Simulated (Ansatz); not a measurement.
# AlO2 (Cmcm) in Ansatz: density of states with PBEsol

Aim: the density of states of AlO2 with PBEsol.

Everything below comes from runs of Ansatz 0.2.0. Logs are shortened: lines on timing, memory, paths and dates and some standing lists are left out, and cuts for length are marked.

### 1 Starting point

The structure is orthorhombic, space group Cmcm (No. 63). Conventional cell: a = 2.976 Å, b = 10.806 Å, c = 3.647 Å, α = 90.00°, β = 90.00°, γ = 90.00°. Around Al (site symmetry m2m) lie 6 O at 1.87 to 2.02 Å. Around O (site symmetry m2m) lie 2 Al at 1.88 Å. Around O (site symmetry m2m) lie 4 Al at 1.87 to 2.02 Å.

The cell comes from a database or a generator and needn't be the stable form of this composition.

### 2 Density of states, PBEsol

input.yaml

```yaml
crystal:
  lattice:
    - [1.488162, -5.402833, 0.0]
    - [1.488162, 5.402833, 0.0]
    - [0.0, 0.0, 3.646612]
  atoms:
    - { symbol: Al, position: [0.668133, 0.331867, 0.75] }
    - { symbol: Al, position: [0.331867, 0.668133, 0.25] }
    - { symbol: O, position: [0.061072, 0.938928, 0.75] }
    - { symbol: O, position: [0.938928, 0.061072, 0.25] }
    - { symbol: O, position: [0.294184, 0.705816, 0.75] }
    - { symbol: O, position: [0.705816, 0.294184, 0.25] }
hamiltonian:
  xc: pbesol
  pseudopotentials: { kind: paw }
kpoints:
  mp_grid: { grid: [8, 8, 6] }
scf:
  occupations: { method: fermi_dirac, width: 0.05 }
  n_extra_bands: 15
output:
  forces: true
  stress: true
  eigenvalues: true
  dos: { projected: false, de: 0.05, nscf_kmesh: { grid: [12, 12, 9] } }
```

Potentials or basis: Ansatz PAW.

Run with:

```sh
> ansatz run input.yaml --threads 2 --pin off --max-ram 5632MiB --backend cpu --events-out ev --progress --plain --runs-dir out
```

Standard output:

```text
Warning: RAYON_NUM_THREADS=2 ignored (pool sized by the plan → 2); use --threads N
scf.n_extra_bands = 15 over 15 filled bands (N_el = 30.0): the run solves 30 bands
Engine: ansatz 0.2.0, aarch64-unknown-linux-gnu
Pseudopotentials: kind: paw
Pseudopotential: Al, paw, valence charge 3, recommended cutoff 420 eV (normal), Al.paw.azcp
Pseudopotential: O, paw, valence charge 6, recommended cutoff 420 eV (normal), O.paw.azcp
Functional definition: PBEsol
  exchange = pbesol_x
  correlation = pbesol_c
Crystal: 6 atoms, lattice volume = 58.640 Å³
Basis set: ecut = 420 eV, 1139 PW (Γ), exchange–correlation on 80×80×50 points (8 copies of the dense FFT grid, shifted against one another)
Bands: 30, of which v1, the nominal top of the filled ones, is band 15 counted from 1 (14 counted from 0)
Symmetry: 8 space group operations
Space group: Cmcm (ITA 63), of the structure as read, at distance tolerance 3.9e-5 Å
k-points: 84 of 384
Non-local potential: Al, projectors of the file, l = 0: 2, l = 1: 2, l = 2: 1
Non-local potential: O, projectors of the file, l = 0: 2, l = 1: 2, l = 2: 1
PAW form: soft (Blöchl's): semilocal exchange-correlation on the pseudo side does not see the compensation charge
PAW frozen core: Al, regenerated for the run's functional, and the local potential with it (the file was generated under x = pbe(κ = 0.804, μ = 0.2195149727645171), c = pbe(β = 0.06672455060314922))
PAW frozen core: O, regenerated for the run's functional, and the local potential with it (the file was generated under x = pbe(κ = 0.804, μ = 0.2195149727645171), c = pbe(β = 0.06672455060314922))
PAW one-centre angular grid: Al, 110 points (default); XC on 64 Gauss nodes
PAW one-centre angular grid: O, 110 points (default); XC on 64 Gauss nodes
Initial density: superposition of atomic densities (neutral atoms: chi_scale 0, normalization atom), corrected by the library's trained network
Initial wavefunctions: pseudopotential atomic-orbital guess
Functional: x = pbesol(κ = 0.804, μ = 0.12345679012345678), c = pbesol(β = 0.046)
SCF iter   1: F=—  HF=-3294.804389 eV  |F-HF|=—  |Δ(HF+E_count)|=         —  Δρ=1.52e-2  dr2=7.92e-2  ethr=1.77e-3  ⟨swp⟩=5.7  Hψ=12714  notcnv=0  defer=152
preconditioner: auto → Kerker (q_TF=auto, 2.440 Å⁻¹)  [metal: Δε(μ)=0.028 eV  Ē_g=19.624 eV  σ=0.050 eV  W_gap=0.14  n_scr=14 (ndim 8)  ℏωp=26.6 eV  f_vac=0.003  D(μ)=4.33/eV (n_scr^D=50)]
SCF iter   2: F=—  HF=-3294.784411 eV  |F-HF|=—  |Δ(HF+E_count)|=   2.00e-2  Δρ=6.11e-3  dr2=1.71e-2  ethr=2.64e-4  ⟨swp⟩=2.0  Hψ=3662  notcnv=0  defer=697
SCF iter   3: F=—  HF=-3294.779979 eV  |F-HF|=—  |Δ(HF+E_count)|=   4.43e-3  Δρ=1.09e-3  dr2=7.45e-4  ethr=5.71e-5  ⟨swp⟩=2.1  Hψ=3279  notcnv=0  defer=698
SCF iter   4: F=—  HF=-3294.780013 eV  |F-HF|=—  |Δ(HF+E_count)|=   3.44e-5  Δρ=3.62e-4  dr2=1.80e-4  ethr=2.48e-6  ⟨swp⟩=1.0  Hψ=1819  notcnv=0  defer=698
SCF iter   5: F=—  HF=-3294.780016 eV  |F-HF|=—  |Δ(HF+E_count)|=   2.57e-6  Δρ=1.45e-4  dr2=3.69e-5  ethr=6.00e-7  ⟨swp⟩=2.0  Hψ=2908  notcnv=0  defer=698
SCF iter   6: F=—  HF=-3294.780015 eV  |F-HF|=—  |Δ(HF+E_count)|=   3.66e-7  Δρ=7.01e-5  dr2=4.36e-6  ethr=1.23e-7  ⟨swp⟩=2.4  Hψ=2854  notcnv=0  defer=698
SCF iter   7: F=—  HF=-3294.780014 eV  |F-HF|=—  |Δ(HF+E_count)|=   1.06e-6  Δρ=2.35e-5  dr2=2.45e-7  ethr=1.45e-8  ⟨swp⟩=2.3  Hψ=2827  notcnv=0  defer=698
SCF iter   8: F=-3294.780014 eV  HF=-3294.780014 eV  |F-HF|=1.67e-9  |Δ(HF+E_count)|=   7.21e-8  Δρ=3.95e-6  dr2=1.68e-8  ethr=3.33e-10  ⟨swp⟩=9.2  Hψ=13180  notcnv=0
SCF 1 converged in 8 iterations: F = -3294.780014 eV  dr2 = 1.68e-8
NSCF: frozen V_eff on 215 k-points
SCF converged after 8 iterations
Free energy (F): -3294.780014 eV
Harris-Foulkes:  -3294.780014 eV  (|F-HF|=1.67e-9)
Internal energy: -3294.741112 eV  (E = F + TS)
E sigma→0 (E₀):  -3294.760563 eV
Entropy (-TS):   -0.038902 eV (-6.484 meV/atom)
Fermi energy:    5.496356 eV
--- Per-component energies (eV) ---
  E_band       = -38.643200
  E_kinetic    = 750.225571
  E_local      = -1426.056994  (includes V_loc(G=0)·N_el)
  E_nonlocal   = 212.097830
  E_hartree    = 503.452363
  E_xc         = -370.772433
  E_vxc        = -433.075654  (∫ρ·V_xc dr)
  E_paw        = -1517.787935  (= ΣΔE_a)
  E_vpaw       = -148.748980  (= ΣTr[D̂ρ^β])
  E_aug_tail   = 0.009606  (compensation charges beyond the density's cutoff)
  E_ewald      = -1446.088549
  E_core_change = 0.179430  (= ΣΔE_core)
  E_smearing   = -0.038902  (= −TS)
  E_closure    = -0.000000  (closes the sum)
  Σ components = -3294.780014   (vs F -3294.780014, Δ=0.00e0)
--- Forces (eV/Å), atoms counted from 1 ---
  atom   1  Al     0.00000000     0.17002037     0.00000000
  atom   2  Al     0.00000000    -0.17002037     0.00000000
  atom   3  O      0.00000000     0.69650617     0.00000000
  atom   4  O      0.00000000    -0.69650617     0.00000000
  atom   5  O      0.00000000     0.00223952     0.00000000
  atom   6  O      0.00000000    -0.00223952     0.00000000
  max |Σ_I F_I| component: 4.34e-19 eV/Å
--- Stress (GPa, compression-positive) ---
       -6.379976       0.000000       0.000000
        0.000000      -6.683498       0.000000
        0.000000       0.000000      -4.642354
  P = ⅓ Tr σ = -5.9019 GPa (-59.019 kbar)
--- Band table (eV; the first three rows and the last of 84) ---
  k-point 0: bands = ["-13.8856", "-11.7635", "-11.1068", "-10.8171", "-0.5964", "1.0030", "1.6434", "2.2287", "2.8418", "3.0487", "3.1883", "3.6893", "4.2041", "5.0331", "5.5596", "5.6119", "11.3255", "13.8423", "15.2923", "16.2155", "18.2432", "18.9060", "20.1323", "20.8986", "21.0199", "21.1071", "21.3646", "22.0459", "22.6106", "23.3902"]
  k-point 1: bands = ["-13.7144", "-11.6956", "-11.1230", "-11.0665", "-0.5621", "0.7817", "1.0201", "2.3788", "3.1234", "3.4313", "3.4643", "3.8107", "4.1324", "4.8027", "5.2704", "5.5259", "11.8945", "14.2503", "15.1010", "15.9165", "18.0107", "18.9638", "19.4746", "20.3499", "21.2123", "21.7634", "22.1494", "22.6671", "22.7915", "23.2475"]
  k-point 2: bands = ["-13.2277", "-11.7161", "-11.5225", "-11.1801", "-0.6215", "0.1096", "1.0409", "2.8042", "2.9732", "3.3197", "3.9378", "4.1288", "4.2241", "4.2881", "5.2422", "5.3245", "13.0796", "14.8152", "14.8419", "15.2536", "17.9941", "19.2137", "19.4799", "20.1378", "20.8683", "21.2458", "21.4416", "23.0028", "23.9883", "24.6234"]
  k-point 83: bands = ["-12.4113", "-12.4113", "-11.4637", "-11.4637", "0.0077", "0.0077", "1.9316", "1.9316", "3.2819", "3.2819", "3.2857", "3.2857", "3.8328", "3.8328", "5.8773", "5.8773", "14.2923", "14.2923", "15.2839", "15.2839", "18.6673", "18.6673", "20.0832", "20.0832", "20.2295", "20.2295", "21.3127", "21.3127", "24.6104", "24.6104"]
```

Wall time 7.7 s (2 threads of Arm Neoverse V1, shared host); peak memory 0.41 GiB.

What came out:

- Free energy: -3294.7800 eV
- Pressure: -5.9 GPa
- Largest force: 0.697 eV/Å
- Band gap on the k mesh: none (metal or under the smearing width)
- Density of states at the Fermi level: 5.16 states/eV per cell

Forces in eV/Å, atoms in the order of the input:
```
Al   0.000  0.170  0.000
Al   0.000 -0.170  0.000
O    0.000  0.697  0.000
O    0.000 -0.697  0.000
O    0.000  0.002  0.000
O    0.000 -0.002  0.000
```

Stress tensor (GPa, compression positive):
```
-6.38  0.00  0.00
 0.00 -6.68  0.00
 0.00  0.00 -4.64
```

States per cell in windows of 0.5 eV (zero at the Fermi level; states under -8 eV left out):
```csv
from (eV),total
-8.0,0.00
-7.5,0.00
-7.0,0.38
-6.5,1.29
-6.0,0.86
-5.5,0.87
-5.0,1.78
-4.5,1.45
-4.0,1.54
-3.5,2.08
-3.0,2.19
-2.5,2.22
-2.0,2.79
-1.5,2.38
-1.0,0.61
-0.5,1.69
0.0,1.86
0.5,0.02
1.0,0.00
1.5,0.00
2.0,0.00
2.5,0.00
3.0,0.00
3.5,0.00
4.0,0.00
4.5,0.00
5.0,0.00
5.5,0.00
6.0,0.05
6.5,0.09
7.0,0.15
7.5,0.22
```

Caveat: the pressure holds a Pulay correction of +0.9 GPa for the finite cutoff; the PAW data sets come from PBE, with cores solved anew for the run's functional, which leaves a small shift of forces and pressure.
